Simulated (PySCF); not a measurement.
# CH4F2Ge: the cost of one run

Computed with PySCF 2.14.0, with density-fitted response routines of our own, on a single molecule in the gas phase. Atoms are numbered from 0 throughout.

## Step 1: The starting structure

8 atoms, charge 0, multiplicity 1; geometry from: GFN2-xTB. The atoms were then displaced at random by about 0.01 Å, so the start is not that level's minimum.

Bonds of the start (Å): F0–C1 1.33, C1–F2 1.37, C1–Ge3 2.04, C1–H4 1.09, Ge3–H5 1.48, Ge3–H6 1.48, Ge3–H7 1.48.

## Step 2: Relaxing the molecule at PBE0-D3(BJ)/def2-SVP

What the job is given:

```
{"job": {"xc": "PBE0", "basis": "def2-SVP", "d3": "d3bj", "grid": 1, "shake": 0.01, "kind": "geom"}, "charge": 0, "multiplicity": 1}
F     -1.376610     1.025220    -0.786740
C     -1.002630     0.033410     0.022110
F     -1.489220    -1.114290    -0.537100
Ge     1.031860    -0.021470     0.062050
H     -1.515240     0.164750     0.974490
H      1.411940    -1.165300     0.919030
H      1.507200     1.259780     0.630560
H      1.487820    -0.201240    -1.336860
```

On the command line:

```bash
$ OMP_NUM_THREADS=1 python probes_run.py task.json out
```

One launch serves the whole session: the jobs run in the order shown.

**Question.** How long does this first job take on 1 thread of Arm Neoverse V2, shared host, and how much memory does it need?

About 19 s, with a peak of 0.39 GiB.
